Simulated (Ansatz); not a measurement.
HfB:

```
Hf B
1.0
     0.00000    2.31000    2.31000
     2.31000    0.00000    2.31000
     2.31000    2.31000    0.00000
Hf B
1 1
Direct
  0.50000 0.50000 0.50000
  0.00000 0.00000 0.00000
```

Base run:

- Program: Ansatz 0.2.0
- Functional: PBEsol
- Potentials or basis: all-electron LAPW, scalar-relativistic
- Cutoff: 282 eV
- Density cutoff: 1128 eV
- Basis error allowed: 0.001 eV/atom
- k mesh: 10 × 10 × 10
- Occupations: fermi-dirac, width 0.05 eV
- Spin: no spin polarisation

Its results: pressure 23.3 GPa.

Question: The run is repeated on the same cell with these changes: functional from PBEsol to LDA. What comes out?

Answer: Pressure 18.0 GPa.

LDA binds more tightly than PBEsol, so the same cell stands under less pressure.

Caveats: so large a pressure means that the cell lies far from this level's equilibrium, or that cutoff or potentials fall short (some runs).

Not every run made on this cell is shown here.
